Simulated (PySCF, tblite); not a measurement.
# isopropyl methanesulfonate (C4H10O3S): a rotation path, then NMR shifts on frames, part 2 of 2

tblite 0.8.0 and PySCF 2.14.0. Atoms count from 0. Earlier steps stand in the parts before.

## (5) Nuclear shieldings: image 3, PBE0/pcSseg-1

What the job is given:

```
{"job": {"kind": "nmr", "xc": "PBE0", "basis": "pcSseg-1", "pop": false}, "charge": 0, "multiplicity": 1}
C     -1.558500    -0.229200     1.568000
C     -0.982100     0.283600     0.254100
C     -1.910600     0.054400    -0.931800
O      0.258800    -0.388400    -0.003000
S      1.532400     0.588000     0.021000
C      2.771200    -0.638800    -0.400400
O      1.734400     1.079400     1.348500
O      1.408900     1.556900    -1.024200
H     -0.852900    -0.044300     2.373600
H     -1.744600    -1.298400     1.500500
H     -2.491200     0.283200     1.786300
H     -0.757000     1.353600     0.342400
H     -1.437100     0.418400    -1.839600
H     -2.844600     0.587800    -0.780400
H     -2.116100    -1.007500    -1.041100
H      2.565800    -0.960900    -1.411000
H      2.666100    -1.450700     0.304600
H      3.748300    -0.180700    -0.326100
```

Method: GIAO PBE0/pcSseg-1 NMR shielding, non-relativistic, gas phase.

The program printed:

```text
coarse grid: 15432 points
cycle   1  E = -781.2756924878  dE =  1.762e+00  |g| = 1.215e+00  |ddm| = 3.860e+00
cycle   2  E = -780.8183173815  dE =  4.574e-01  |g| = 2.016e+00  |ddm| = 2.391e+00
cycle   3  E = -781.5295369974  dE = -7.112e-01  |g| = 2.476e-01  |ddm| = 1.659e+00
cycle   4  E = -781.5405934236  dE = -1.106e-02  |g| = 8.807e-02  |ddm| = 2.343e-01
cycle   5  E = -781.5417553563  dE = -1.162e-03  |g| = 2.916e-02  |ddm| = 6.586e-02
cycle   6  E = -781.5419324945  dE = -1.771e-04  |g| = 4.101e-03  |ddm| = 2.161e-02
cycle   7  E = -781.5419359646  dE = -3.470e-06  |g| = 1.217e-03  |ddm| = 4.518e-03
final grid: 143928 points
cycle   8  E = -781.6237647878  dE = -3.203e-05  |g| = 1.414e-02  |ddm| = 2.806e-02
cycle   9  E = -781.6237347400  dE =  3.005e-05  |g| = 1.883e-02  |ddm| = 2.320e-02
cycle  10  E = -781.6238045899  dE = -6.985e-05  |g| = 1.745e-03  |ddm| = 1.356e-02
cycle  11  E = -781.6238051368  dE = -5.468e-07  |g| = 2.308e-04  |ddm| = 1.386e-03
cycle  12  E = -781.6238051453  dE = -8.533e-09  |g| = 1.215e-04  |ddm| = 2.517e-04
cycle  13  E = -781.6238051476  dE = -2.257e-09  |g| = 4.594e-05  |ddm| = 1.103e-04
cycle  14  E = -781.6238051479  dE = -3.827e-10  |g| = 8.073e-06  |ddm| = 3.827e-05
converged SCF energy = -781.6238051479

GIAO shielding tensors (ppm)
atom      isotropic    diamagn.    paramagn.     s11        s22        s33       span
  0 C      161.276     248.412     -87.136    142.623    154.790    186.414     43.790
  1 C      120.064     246.797    -126.733     76.998    124.736    158.458     81.460
  2 C      161.409     248.604     -87.195    142.389    155.307    186.530     44.141
  3 O      119.321     410.777    -291.456     12.179    100.218    245.565    233.386
  4 S      181.928    1055.119    -873.191     40.452    152.555    352.777    312.324
  5 C      143.106     256.228    -113.121    118.428    121.408    189.482     71.055
  6 O      105.429     399.949    -294.520     67.141     88.707    160.440     93.299
  7 O      107.121     400.563    -293.442     68.139     78.900    174.323    106.184
  8 H       29.926      31.368      -1.442     24.879     29.373     35.525     10.646
  9 H       30.409      31.224      -0.816     27.442     28.463     35.321      7.879
 10 H       30.657      30.051       0.606     26.496     27.968     37.506     11.010
 11 H       26.901      34.385      -7.484     23.566     27.539     29.599      6.033
 12 H       30.054      31.676      -1.622     25.186     29.175     35.800     10.614
 13 H       30.632      30.228       0.404     26.508     27.912     37.475     10.967
 14 H       30.420      31.398      -0.978     27.370     28.536     35.355      7.985
 15 H       29.032      31.054      -2.022     25.572     27.436     34.088      8.516
 16 H       28.989      31.308      -2.319     25.444     27.654     33.868      8.424
 17 H       28.992      26.306       2.685     25.923     26.542     34.510      8.587
```

Run time: 29 s. Hardware: 1 thread of Intel Xeon Platinum 8488C, shared host; peak memory 0.88 GiB.

Key values: δ C1 66.9, C5 43.8, C0 25.6, C2 25.5, H11 4.82, H16 2.73 ppm.

## (6) NMR shieldings: image 5, PBE0/pcSseg-1

What the job is given:

```
{"job": {"kind": "nmr", "xc": "PBE0", "basis": "pcSseg-1", "pop": false}, "charge": 0, "multiplicity": 1}
C     -1.460900    -0.111300     1.532400
C     -0.998000     0.308600     0.142600
C     -2.002800    -0.048000    -0.945500
O      0.240400    -0.345000    -0.168000
S      1.536400     0.545600     0.153600
C      2.770600    -0.626300    -0.413100
O      1.646100     0.751500     1.564700
O      1.529900     1.709000    -0.678400
H     -0.696800     0.142400     2.262400
H     -1.632000    -1.185100     1.559300
H     -2.384200     0.403100     1.784400
H     -0.802400     1.388400     0.127700
H     -1.611600     0.241700    -1.916800
H     -2.938600     0.474600    -0.769800
H     -2.183400    -1.119700    -0.944200
H      2.631700    -0.746100    -1.477800
H      2.596500    -1.551300     0.117200
H      3.750300    -0.225800    -0.189100
```

Level: GIAO PBE0/pcSseg-1 NMR shielding, non-relativistic, gas phase.

The program printed:

```text
coarse grid: 15432 points
cycle   1  E = -781.2761346775  dE =  1.764e+00  |g| = 1.213e+00  |ddm| = 3.858e+00
cycle   2  E = -780.8200724356  dE =  4.561e-01  |g| = 2.013e+00  |ddm| = 2.361e+00
cycle   3  E = -781.5292695007  dE = -7.092e-01  |g| = 2.481e-01  |ddm| = 1.633e+00
cycle   4  E = -781.5403861785  dE = -1.112e-02  |g| = 8.808e-02  |ddm| = 2.362e-01
cycle   5  E = -781.5415470944  dE = -1.161e-03  |g| = 2.929e-02  |ddm| = 6.635e-02
cycle   6  E = -781.5417257762  dE = -1.787e-04  |g| = 4.098e-03  |ddm| = 2.174e-02
cycle   7  E = -781.5417292350  dE = -3.459e-06  |g| = 1.223e-03  |ddm| = 4.544e-03
final grid: 143928 points
cycle   8  E = -781.6237819503  dE = -3.190e-05  |g| = 1.401e-02  |ddm| = 2.880e-02
cycle   9  E = -781.6237521085  dE =  2.984e-05  |g| = 1.868e-02  |ddm| = 2.296e-02
cycle  10  E = -781.6238210060  dE = -6.890e-05  |g| = 1.750e-03  |ddm| = 1.348e-02
cycle  11  E = -781.6238215534  dE = -5.474e-07  |g| = 2.308e-04  |ddm| = 1.378e-03
cycle  12  E = -781.6238215615  dE = -8.141e-09  |g| = 1.301e-04  |ddm| = 2.576e-04
cycle  13  E = -781.6238215642  dE = -2.685e-09  |g| = 4.236e-05  |ddm| = 1.125e-04
cycle  14  E = -781.6238215646  dE = -3.283e-10  |g| = 7.899e-06  |ddm| = 3.630e-05
converged SCF energy = -781.6238215646

GIAO shielding tensors (ppm)
atom      isotropic    diamagn.    paramagn.     s11        s22        s33       span
  0 C      160.895     249.258     -88.364    142.999    153.799    185.886     42.888
  1 C      119.594     246.779    -127.184     76.917    122.365    159.501     82.584
  2 C      161.784     248.341     -86.557    142.868    155.421    187.064     44.197
  3 O      119.181     410.693    -291.512     13.327    100.402    243.814    230.486
  4 S      182.516    1054.976    -872.460     40.301    153.629    353.617    313.316
  5 C      142.827     256.280    -113.453    118.087    120.913    189.483     71.396
  6 O      101.063     400.491    -299.428     69.300     88.836    145.053     75.753
  7 O      108.934     399.989    -291.055     67.750     79.346    179.705    111.954
  8 H       29.407      31.827      -2.420     23.564     30.188     34.470     10.906
  9 H       30.446      31.554      -1.108     27.703     28.373     35.262      7.559
 10 H       30.731      30.369       0.361     26.585     28.016     37.590     11.005
 11 H       26.812      34.269      -7.457     23.316     27.722     29.398      6.082
 12 H       30.190      31.314      -1.124     25.554     28.608     36.408     10.854
 13 H       30.569      29.925       0.644     26.470     27.934     37.302     10.833
 14 H       30.415      31.235      -0.820     27.210     28.646     35.389      8.179
 15 H       29.040      30.908      -1.867     25.605     27.356     34.161      8.556
 16 H       28.985      31.431      -2.446     25.466     27.697     33.791      8.325
 17 H       28.983      26.289       2.694     25.972     26.512     34.464      8.492
```

Wall time 28 s (1 thread of Intel Xeon Platinum 8488C, shared host); peak memory 0.88 GiB.

In short: δ C1 67.3, C5 44.1, C0 26.0, C2 25.1, H11 4.90, H17 2.73 ppm.

## (7) Shielding tensors: image 8, PBE0/pcSseg-1

What the job is given:

```
{"job": {"kind": "nmr", "xc": "PBE0", "basis": "pcSseg-1", "pop": false}, "charge": 0, "multiplicity": 1}
C     -1.448600     0.296200     1.456900
C     -0.986700     0.304100     0.005300
C     -2.011600    -0.316700    -0.934900
O      0.227100    -0.442600    -0.126300
S      1.534500     0.227500     0.521900
C      2.752200    -0.462400    -0.604500
O      1.761900    -0.285200     1.836200
O      1.454800     1.647800     0.365000
H     -0.654600     0.685100     2.089300
H     -1.677000    -0.719700     1.770800
H     -2.335200     0.914600     1.569700
H     -0.761000     1.334900    -0.298600
H     -1.645900    -0.295900    -1.957700
H     -2.942400     0.240200    -0.877700
H     -2.194400    -1.349600    -0.650700
H      2.595100    -0.011300    -1.573700
H      2.586800    -1.529600    -0.630000
H      3.736200    -0.231000    -0.219500
```

Method: GIAO PBE0/pcSseg-1 NMR shielding, non-relativistic, gas phase.

The program printed:

```text
coarse grid: 15432 points
cycle   1  E = -781.2772322815  dE =  1.768e+00  |g| = 1.210e+00  |ddm| = 3.860e+00
cycle   2  E = -780.8133743918  dE =  4.639e-01  |g| = 2.022e+00  |ddm| = 2.355e+00
cycle   3  E = -781.5287990320  dE = -7.154e-01  |g| = 2.481e-01  |ddm| = 1.636e+00
cycle   4  E = -781.5399556266  dE = -1.116e-02  |g| = 8.890e-02  |ddm| = 2.399e-01
cycle   5  E = -781.5411347953  dE = -1.179e-03  |g| = 2.986e-02  |ddm| = 6.749e-02
cycle   6  E = -781.5413202253  dE = -1.854e-04  |g| = 4.283e-03  |ddm| = 2.242e-02
cycle   7  E = -781.5413238245  dE = -3.599e-06  |g| = 1.562e-03  |ddm| = 4.846e-03
final grid: 143928 points
cycle   8  E = -781.6230083992  dE = -3.386e-05  |g| = 1.367e-02  |ddm| = 2.865e-02
cycle   9  E = -781.6229783675  dE =  3.003e-05  |g| = 1.844e-02  |ddm| = 2.281e-02
cycle  10  E = -781.6230453953  dE = -6.703e-05  |g| = 1.909e-03  |ddm| = 1.356e-02
cycle  11  E = -781.6230460387  dE = -6.434e-07  |g| = 3.267e-04  |ddm| = 1.504e-03
cycle  12  E = -781.6230460522  dE = -1.352e-08  |g| = 2.035e-04  |ddm| = 3.673e-04
cycle  13  E = -781.6230460595  dE = -7.249e-09  |g| = 3.414e-05  |ddm| = 1.585e-04
cycle  14  E = -781.6230460597  dE = -2.144e-10  |g| = 9.877e-06  |ddm| = 3.264e-05
converged SCF energy = -781.6230460597

GIAO shielding tensors (ppm)
atom      isotropic    diamagn.    paramagn.     s11        s22        s33       span
  0 C      160.359     250.961     -90.602    143.699    153.985    183.393     39.694
  1 C      116.126     246.186    -130.059     81.122    107.792    159.466     78.345
  2 C      162.987     248.375     -85.387    145.816    155.670    187.476     41.660
  3 O      118.645     410.971    -292.326     13.094     90.030    252.811    239.718
  4 S      189.425    1054.684    -865.259     42.885    159.713    365.678    322.793
  5 C      141.317     255.188    -113.871    113.327    121.458    189.165     75.837
  6 O       82.703     399.126    -316.423     48.005     89.577    110.528     62.524
  7 O      111.244     401.538    -290.293     79.663     96.866    157.204     77.542
  8 H       29.536      32.138      -2.601     23.845     30.906     33.858     10.014
  9 H       30.400      31.825      -1.425     27.953     28.121     35.126      7.173
 10 H       30.737      30.605       0.132     26.608     27.940     37.664     11.057
 11 H       26.858      34.286      -7.428     23.544     28.133     28.896      5.352
 12 H       30.258      31.176      -0.918     25.875     28.170     36.729     10.855
 13 H       30.591      29.819       0.771     26.426     28.150     37.195     10.769
 14 H       30.368      31.123      -0.756     27.024     28.680     35.398      8.374
 15 H       29.177      31.052      -1.875     25.612     27.577     34.343      8.731
 16 H       28.914      30.886      -1.972     25.570     27.472     33.699      8.129
 17 H       28.979      26.329       2.650     25.882     26.562     34.493      8.611
```

Run time: 29 s. Hardware: 1 thread of Intel Xeon Platinum 8488C, shared host; peak memory 1 GiB.

In short: δ C1 70.8, C5 45.6, C0 26.6, C2 23.9, H11 4.86, H16 2.80 ppm.

## (8) Side by side: NMR shifts

Shifts (ppm) of some atoms, chosen among heavy atoms and hydrogens apart, with basis size and wall time:

```tsv
frame	C1	C2	H12	H8	O7	O6	S4	functions	time
image 0	67.9	25.9	2.51	1.55	235.7	227.4	321	193	36 s
image 1	67.3	25.8	2.08	1.60	232.3	228.1	321	193	29 s
image 3	66.9	25.5	1.66	1.79	229.0	230.7	322	193	29 s
image 5	67.3	25.1	1.53	2.31	227.1	235.0	321	193	28 s
image 8	70.8	23.9	1.46	2.18	224.8	253.4	314	193	29 s
```

## (9) Summary of results

What follows sums up all 2 parts.

```
                                                                  quantity                                                           value
                                                                   barrier                              0.015 eV (0.3 kcal/mol) at image 3
                                                     end to end (GFN2-xTB)                                                       -0.014 eV
                           ¹³C shifts against TMS (PBE0/pcSseg-1, image 0)                                      67.9, 44.2, 25.9, 25.0 ppm
                            ¹H shifts against TMS (PBE0/pcSseg-1, image 0)  4.86, 2.75, 2.72, 2.70, 2.51, 1.55, 1.31, 1.22, 1.14, 0.95 ppm
                           ¹⁷O shifts against H2O (PBE0/pcSseg-1, image 0)                                         235.7, 227.4, 216.3 ppm
                           ³³S shifts against CS2 (PBE0/pcSseg-1, image 0)                                                         321 ppm
potential on the surface of density 0.002 e/bohr³, 1st and 99th percentile                                              -1.59 V and 1.29 V
                                                  range of the shift of O6                                              227.4 to 253.4 ppm
```

**Reading.** Along the band the dihedral turns by 74°, and the top (dihedral -115°) lies 0.3 kcal/mol above the start (GFN2-xTB, rough), so at room temperature this motion is fast. Ends this close can change order at a higher level. The top was not checked by a frequency run. Shifts at one fixed geometry are not the observed spectrum, which averages over the motion. In the first frame run (image 0): Shielding is most anisotropic at S4 (span 313 ppm, paramagnetic term -872 ppm). In ppm, O6 moves most: its shift spreads over 25.9 ppm, from 227.4 (image 0) to 253.4 (image 8). At PBE0/pcSseg-1 the highest of the frames run is image 8, not the band's top, so the GFN2-xTB barrier is not borne out there and is unsure.
